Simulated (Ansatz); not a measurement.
# InSn2Te3: equation of state with PBE

Crystal: InSn2Te3.

```
Te Sn In
1.0
     4.45970    0.00000    0.00000
    -2.22985    3.86222    0.00000
     0.00000    0.00000   11.00148
Te Sn In
3 2 1
Direct
  0.00000 0.00000 0.50000
  0.66667 0.33333 0.83424
  0.33333 0.66667 0.16576
  0.66667 0.33333 0.33133
  0.33333 0.66667 0.66867
  0.00000 0.00000 0.00000
```

The cell comes from a database or a generator and needn't be the stable form of this composition.

```yaml
Program: Ansatz 0.2.0
Task: equation of state
Functional: PBE
Potentials_or_basis: Ansatz PAW
Cutoff: 420 eV
Density_cutoff: 1680 eV
k_mesh: 7 × 7 × 3
Occupations: fermi-dirac, width 0.05 eV
Spin: no spin polarisation
```

```
Equilibrium volume                        : 32.29 Å³/atom
Bulk modulus at fixed shape and positions : 40 GPa
Pressure derivative of the bulk modulus   : 4.6
```

Energy against volume, from the lowest point:
```tsv
volume (Å³/atom)	energy (meV/atom)
29.687	30.24
30.319	16.64
30.951	7.36
31.582	1.96
32.214	0.00
32.846	1.15
33.477	5.06
```

All runs of the series together: 35 s on 2 threads of Arm Neoverse V2, with other jobs on the host.

Caveat: the cell was scaled at fixed shape and fractional positions, which overstates the stiffness of a crystal with free parameters, most of all of layers and chains. The run has no spin-orbit coupling, so splittings on Te are missing.
